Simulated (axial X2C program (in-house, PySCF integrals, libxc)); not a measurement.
# A two-component session on NbBe: properties at the nuclei

Aim: properties at the nuclei of NbBe, with spin–orbit coupling in the Hamiltonian from the start.

The runs use an in-house X2C program for linear molecules on PySCF integrals; two-component X2C with atomic mean-field terms, Nb dyall-cv3z, Be dyall-cv3z.

All values are calculated.

**1. Set-up**

task.json reads:

```json
{
 "zs": [
  41,
  4
 ],
 "q": 0,
 "bas": [
  "dyall-cv3z",
  "dyall-cv3z"
 ],
 "r0": 2.49,
 "levels": [
  "PBE0",
  "HF",
  "PBE",
  "TPSSh",
  "B3LYP"
 ],
 "nst": 3
}
```

Keys: zs atomic numbers; q charge; bas basis sets; r0 starting distance in Å; levels methods (HF also brings MP2); nst determinants followed.

Command:

```
python soeom.py task.json out
```

After this run come: Expectation values, lowest determinant; Expectation values, a higher determinant; Expectation values, a higher determinant.

Before running it: what results should come out? Wanted: lowest determinant; Eeff magnitude; Ws magnitude Nb; A∥/gI Nb; qzz Nb; higher determinant (for each run or level that gives them).

The runs gave:

```
                                        quantity                                                      value
                              lowest determinant                    Ω = 1/2 (excess of +ω over −ω: ω = 1/2)
                    Eeff magnitude (GV/cm), PBE0                                                          2
                     Ws magnitude Nb (kHz), PBE0                                                       1.81
                            A∥/gI Nb (MHz), PBE0                                                       1850
                             qzz Nb (a.u.), PBE0                                                      -2.24
                              higher determinant  Ω = 9/2 (excess of +ω over −ω: ω = 1/2, ω = 3/2, ω = 5/2)
Eeff magnitude (GV/cm), PBE0, higher determinant                                                       1.98
 Ws magnitude Nb (kHz), PBE0, higher determinant                                                      0.199
        A∥/gI Nb (MHz), PBE0, higher determinant                                                        447
         qzz Nb (a.u.), PBE0, higher determinant                                                      -2.29
                              higher determinant                    Ω = 5/2 (excess of +ω over −ω: ω = 5/2)
Eeff magnitude (GV/cm), PBE0, higher determinant                                                       1.67
 Ws magnitude Nb (kHz), PBE0, higher determinant                                                      0.308
        A∥/gI Nb (MHz), PBE0, higher determinant                                                        448
         qzz Nb (a.u.), PBE0, higher determinant                                                       1.11
```

In the first state, the effective field runs from 1.81 to 2.14 GV/cm over the mean-field levels. The expectation values come from single determinants, which for open shells can mix terms of unlike spin or miss the lowest Ω, so a determinant need not be a state. Eeff is the effective electric field on the electron dipole moment in this Ω state and Ws the scalar–pseudoscalar constant (defined with the proton number Z and per Ω); A∥ is the parallel hyperfine constant, which follows by multiplying with the nuclear g factor gI = μI/(I μN); qzz is the electric field gradient, eQq0 = 234.96 MHz × Q/barn × qzz; μ is positive if Be is the positive end. The operators were transformed with the bare-nucleus X2C matrices.
